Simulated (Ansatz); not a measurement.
A first try at a ladder of methods at one geometry of C₂H₃FOSe, SMILES O=CC(F)[SeH], using Ansatz's Python interface.

Script `run_methods.py`:
```python
"""One geometry of C2H3FOSe, method by method."""

from pathlib import Path

import ansatz as az
import numpy as np


def main() -> None:
    geometry_ang = [
        ("O", (0.0021, 1.813, -0.6047)),
        ("C", (0.014, 1.0143, 0.2652)),
        ("C", (0.5064, -0.3513, -0.0465)),
        ("F", (0.6864, -1.0793, 1.1313)),
        ("Se", (-0.6367, -1.2689, -1.3078)),
        ("H", (-0.2966, 1.2899, 1.2713)),
        ("H", (1.5817, -0.2735, -0.4699)),
        ("H", (-1.7652, -1.2013, -0.2948)),
    ]
    c2h3fose = az.Crystal.molecule()
    for symbol, xyz in geometry_ang:
        c2h3fose = c2h3fose.atom(symbol, xyz)

    base = c2h3fose.calculation().basis(gaussian="def2-SVP")

    print("functional    E (Ha)        dipole (D)   HOMO (eV)  LUMO (eV)")
    for name in ["hse06", "blyp", "lda", "pbe0"]:
        r = base.functional(name).forces().orbitals().run(threads=1, backend="cpu", runs_dir="runs").report
        lines = Path(r["orbitals_path"]).read_text().splitlines()
        field_of = lambda key: [line.split("=")[1].strip() for line in lines if line.startswith(key)]
        orbitals = [(27.211386 * float(e), s, float(n)) for e, s, n in zip(field_of("Ene="), field_of("Spin="), field_of("Occup="))]
        homo = max(e for e, _, n in orbitals if n > 0.5)
        lumo = min(e for e, _, n in orbitals if n < 0.5)
        dipole = 4.803205 * np.linalg.norm(r["charge_distribution"]["dipole_moment_e_ang"])
        print(f"{name:10s} {r['energy'] / 27.211386246:14.6f} {dipole:9.3f} {homo:11.3f} {lumo:10.3f}")


if __name__ == "__main__":
    main()
```

Output of `python run_methods.py`:
```text
functional    E (Ha)        dipole (D)   HOMO (eV)  LUMO (eV)
Traceback (most recent call last):
  File "run_methods.py", line 39, in <module>
    main()
    ~~~~^^
  File "run_methods.py", line 35, in main
    print(f"{name:10s} {r['energy'] / 27.211386246:14.6f} {dipole:9.3f} {homo:11.3f} {lumo:10.3f}")
                        ~^^^^^^^^^^
KeyError: 'energy'
```

Why does it end like this?

The fault: the report has no such key (the free energy stands under free_energy_ev). The correction:

```diff
--- before
+++ after
@@ -34,3 +34,3 @@
         dipole = 4.803205 * np.linalg.norm(r["charge_distribution"]["dipole_moment_e_ang"])
-        print(f"{name:10s} {r['energy'] / 27.211386246:14.6f} {dipole:9.3f} {homo:11.3f} {lumo:10.3f}")
+        print(f"{name:10s} {r['free_energy_ev'] / 27.211386246:14.6f} {dipole:9.3f} {homo:11.3f} {lumo:10.3f}")
```

The mended script runs so:

```console
$ python run_methods.py
functional    E (Ha)        dipole (D)   HOMO (eV)  LUMO (eV)
hse06        -2653.549908     0.900      -6.840     -1.819
blyp         -2654.089268     0.793      -5.754     -2.297
lda          -2648.799787     0.888      -6.098     -2.736
pbe0         -2653.557857     0.899      -7.240     -1.428
```

Notes:
- Total energies depend on the basis set; only differences at equal settings carry meaning.
- The geometry is a force-field or estimated start, not a minimum of this method, and the basis set is short of its limit. A lower total doesn't mark the better method: functionals have no common bound, and MP2 and coupled cluster aren't variational.
- Levels such as HOMO and LUMO are orbital energies: with these approximate functionals they aren't the ionisation energy and electron affinity, and their gap isn't the fundamental gap.
- hse06 follows the composition of plane-wave codes, whose totals differ by tens of mHa, up to about 0.1 Ha, from the form usual in Gaussian-basis programs (wpbeh).
- Finished in 18 s on 1 thread of Arm Neoverse V1, on a shared host, peak memory 0.3 GiB.
